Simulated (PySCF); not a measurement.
**Carbon: the same states on changed settings**

These states were run before on sound settings. What differs here: radial step 0.8 in ln r (0.13 in the sound run), unsound on purpose. What does it move?

Method: unrestricted determinants in a Gaussian basis, no spin-orbit coupling in the energies. Code: PySCF 2.14.0.

**1. What is computed**

* Element: carbon (Z = 6)
* Basis: cc-pVDZ (3s2p1d, 14 functions)
* Hamiltonian: the non-relativistic Hamiltonian (point nucleus)
* State 1: C⁺: [He] 2s2 2p1, 2P determinant
* State 2: C²⁺: [He] 2s2, closed-shell 1S
* Methods: MN15, M06-L

The outer shells:

C+ [He] 2s2 2p1
```
[He] core
2s [↑↓]
2p [↑ ][  ][  ]
```

C2+ [He] 2s2
```
[He] core
2s [↑↓]
```

The sound run (cc-pVDZ, the non-relativistic Hamiltonian (point nucleus), symmetry-adapted start, fine grid, valence correlation) gave:

```
species             method  energy (hartree)
     C⁺                UHF         -37.28953
     C⁺               MN15         -37.38636
     C⁺              M06-L         -37.41867
     C⁺      MP2 (valence)         -37.33082
     C⁺  CCSD(T) (valence)         -37.35689
    C²⁺                UHF         -36.40060
    C²⁺               MN15         -36.48709
    C²⁺              M06-L         -36.50638
    C²⁺      MP2 (valence)         -36.44003
    C²⁺  CCSD(T) (valence)         -36.47258
```

The runs were made by one driver on top of PySCF. The scripts below sum up each run's settings (the driver also hands on starting orbitals that pick excited configurations, and frozen orbitals as a list rather than a count), and the logs come from the driver's own runs. The driver starts from symmetry-adapted Hartree-Fock orbitals, holds the occupation by maximum overlap and uses a logarithmic radial grid for functionals, so a plain start would take other cycles.

It was started by

```
$ OMP_NUM_THREADS=1 python atomrun2.py TASK.json OUT
```

The grid is set inside the driver, so the scripts do not show it: radial step 0.8 in ln r (0.13 in the sound run).

**2. Changed run, C⁺**

MN15:

The input, input.py:

```python
from pyscf import gto, scf, dft, mp, cc
import basis_set_exchange as bse
mol = gto.M(atom="C 0 0 0", charge=1, spin=1, symmetry="D2h",
            basis=gto.basis.parse(bse.get_basis("cc-pVDZ", elements=["C"], fmt="nwchem", header=False)))
mf = dft.UKS(mol, xc="MN15")
mf.irrep_nelec = {'Ag': (2, 2), 'B2u': (1, 0)}
mf.kernel()
```

Log:

```text
damping factor = 0
level_shift factor = 0
DIIS = <class 'pyscf.scf.diis.CDIIS'>
diis_start_cycle = 1
diis_space = 10
diis_damp = 0
SCF conv_tol = 1e-09
SCF conv_tol_grad = None
number electrons alpha = 3  beta = 2
XC functionals = MN15
    H. S. Yu, X. He, S. L. Li, and D. G. Truhlar.,  Chem. Sci. 7, 5032-5051 (2016)
    H. S. Yu, X. He, S. L. Li, and D. G. Truhlar.,  Chem. Sci. 7, 5032-5051 (2016)
cycle= 1 E= -37.4169372879906  delta_E= -0.0103  |g|= 0.0144  |ddm|= 0.878
cycle= 2 E= -37.4171440396055  delta_E= -0.000207  |g|= 0.00298  |ddm|= 0.0916
cycle= 3 E= -37.4171508511963  delta_E= -6.81e-06  |g|= 0.000532  |ddm|= 0.0235
cycle= 4 E= -37.4171512019641  delta_E= -3.51e-07  |g|= 2.53e-05  |ddm|= 0.00353
cycle= 5 E= -37.4171512025157  delta_E= -5.52e-10  |g|= 1.94e-06  |ddm|= 0.000174
converged SCF energy = -37.4171512025157  <S^2> = 0.75124163  2S+1 = 2.0012412
```

It took 0.03 s on 1 thread of Intel Xeon Platinum 8559C, shared host, the integrals not counted.

The occupied shells:

```
shell  electrons  mean orbital energy (eV)  spread (eV)  rms radius (bohr)
 1s α          1                   -289.98            0              0.314
 1s β          1                   -288.89            0              0.314
 2s α          1                   -29.236            0               1.56
 2s β          1                   -28.189            0               1.56
 2p α          1                   -19.370            0               1.71
```

⟨S²⟩ = 0.751, ⟨L²⟩ = 2.01.

M06-L:

input.py differs from the last one in:

```diff
@@ -4,3 +4,3 @@
             basis=gto.basis.parse(bse.get_basis("cc-pVDZ", elements=["C"], fmt="nwchem", header=False)))
-mf = dft.UKS(mol, xc="MN15")
+mf = dft.UKS(mol, xc="M06L")
 mf.irrep_nelec = {'Ag': (2, 2), 'B2u': (1, 0)}
```

Log:

```text
damping factor = 0
level_shift factor = 0
DIIS = <class 'pyscf.scf.diis.CDIIS'>
diis_start_cycle = 1
diis_space = 10
diis_damp = 0
SCF conv_tol = 1e-09
SCF conv_tol_grad = None
number electrons alpha = 3  beta = 2
XC functionals = M06L
    Y. Zhao and D. G. Truhlar.,  J. Chem. Phys. 125, 194101 (2006)
    Y. Zhao and D. G. Truhlar.,  J. Chem. Phys. 125, 194101 (2006)
    Y. Zhao and D. G. Truhlar.,  Theor. Chem. Acc. 120, 215 (2008)
cycle= 1 E= -37.459347554815  delta_E= -0.00438  |g|= 0.0128  |ddm|= 0.444
cycle= 2 E= -37.4594601731701  delta_E= -0.000113  |g|= 0.00362  |ddm|= 0.0547
cycle= 3 E= -37.459468610624  delta_E= -8.44e-06  |g|= 0.000774  |ddm|= 0.0216
cycle= 4 E= -37.4594690296381  delta_E= -4.19e-07  |g|= 2.5e-05  |ddm|= 0.00352
cycle= 5 E= -37.4594690301846  delta_E= -5.47e-10  |g|= 3.64e-07  |ddm|= 0.000209
converged SCF energy = -37.4594690301846  <S^2> = 0.75320878  2S+1 = 2.0032062
```

Time after the integrals: 0.03 s (1 thread of Intel Xeon Platinum 8559C, shared host).

**3. Changed run, C²⁺, method by method**

MN15:

The input, input.py:

```python
from pyscf import gto, scf, dft, mp, cc
import basis_set_exchange as bse
mol = gto.M(atom="C 0 0 0", charge=2, spin=0, symmetry="D2h",
            basis=gto.basis.parse(bse.get_basis("cc-pVDZ", elements=["C"], fmt="nwchem", header=False)))
mf = dft.UKS(mol, xc="MN15")
mf.irrep_nelec = {'Ag': (2, 2)}
mf.kernel()
```

Log:

```text
damping factor = 0
level_shift factor = 0
DIIS = <class 'pyscf.scf.diis.CDIIS'>
diis_start_cycle = 1
diis_space = 10
diis_damp = 0
SCF conv_tol = 1e-09
SCF conv_tol_grad = None
number electrons alpha = 2  beta = 2
XC functionals = MN15
    H. S. Yu, X. He, S. L. Li, and D. G. Truhlar.,  Chem. Sci. 7, 5032-5051 (2016)
    H. S. Yu, X. He, S. L. Li, and D. G. Truhlar.,  Chem. Sci. 7, 5032-5051 (2016)
cycle= 1 E= -36.5444348562621  delta_E= -0.00614  |g|= 0.00595  |ddm|= 0.921
cycle= 2 E= -36.544456344028  delta_E= -2.15e-05  |g|= 0.000311  |ddm|= 0.0587
cycle= 3 E= -36.5444564045983  delta_E= -6.06e-08  |g|= 7.4e-07  |ddm|= 0.00296
cycle= 4 E= -36.5444564045985  delta_E= -2.13e-13  |g|= 1.59e-09  |ddm|= 5.1e-06
converged SCF energy = -36.5444564045985  <S^2> = 1.9539925e-14  2S+1 = 1
```

It took 0.02 s on 1 thread of Intel Xeon Platinum 8559C, shared host, the integrals not counted.

Orbital energies by shell (radii are means over both spins):

```
shell  electrons  mean orbital energy (eV)  spread (eV)  rms radius (bohr)
   1s          2                   -309.34            0              0.313
   2s          2                   -43.941            0               1.45
```

⟨S²⟩ = 0.000, ⟨L²⟩ = 0.00.

M06-L:

input.py differs from the last one in:

```diff
@@ -4,3 +4,3 @@
             basis=gto.basis.parse(bse.get_basis("cc-pVDZ", elements=["C"], fmt="nwchem", header=False)))
-mf = dft.UKS(mol, xc="MN15")
+mf = dft.UKS(mol, xc="M06L")
 mf.irrep_nelec = {'Ag': (2, 2)}
```

Log:

```text
damping factor = 0
level_shift factor = 0
DIIS = <class 'pyscf.scf.diis.CDIIS'>
diis_start_cycle = 1
diis_space = 10
diis_damp = 0
SCF conv_tol = 1e-09
SCF conv_tol_grad = None
number electrons alpha = 2  beta = 2
XC functionals = M06L
    Y. Zhao and D. G. Truhlar.,  J. Chem. Phys. 125, 194101 (2006)
    Y. Zhao and D. G. Truhlar.,  J. Chem. Phys. 125, 194101 (2006)
    Y. Zhao and D. G. Truhlar.,  Theor. Chem. Acc. 120, 215 (2008)
cycle= 1 E= -36.5115466706707  delta_E= -0.00383  |g|= 0.00182  |ddm|= 0.706
cycle= 2 E= -36.5115490349738  delta_E= -2.36e-06  |g|= 6.25e-05  |ddm|= 0.0168
cycle= 3 E= -36.5115490377451  delta_E= -2.77e-09  |g|= 1.6e-08  |ddm|= 0.000558
cycle= 4 E= -36.5115490377451  delta_E= -2.13e-14  |g|= 2.59e-11  |ddm|= 1.03e-07
converged SCF energy = -36.5115490377451  <S^2> = 1.2434498e-14  2S+1 = 1
```

It took 0.02 s on 1 thread of Intel Xeon Platinum 8559C, shared host, the integrals not counted.

**4. Against the sound run**

```
species  method  converged  energy less sound run (eV)
     C⁺    MN15        yes                     -0.8378
     C⁺   M06-L        yes                     -1.1103
    C²⁺    MN15        yes                     -1.5609
    C²⁺   M06-L        yes                     -0.1407
```

Ionisation energy of C⁺:

```
method  sound run (eV)  changed run (eV)  shift (eV)
   UHF          24.189            24.189      +0.000
  MN15          24.470            23.747      -0.723
 M06-L          24.825            25.794      +0.970
```

**5. What came out**

```
                                 quantity                                            value
                                   change  radial step 0.8 in ln r (0.13 in the sound run)
                           runs converged                                           4 of 4
largest shift of a converged total energy                                          1.56 eV
   largest shift of the ionisation energy                                +0.970 eV (M06-L)
```

In words: The ionisation energy moves by up to 0.97 eV, at M06-L. A coarse radial grid mis-integrates the density and the exchange-correlation energy, with errors of either sign; Hartree-Fock needs no grid. The setting is unsound on purpose, so these numbers are no properties of the atom.
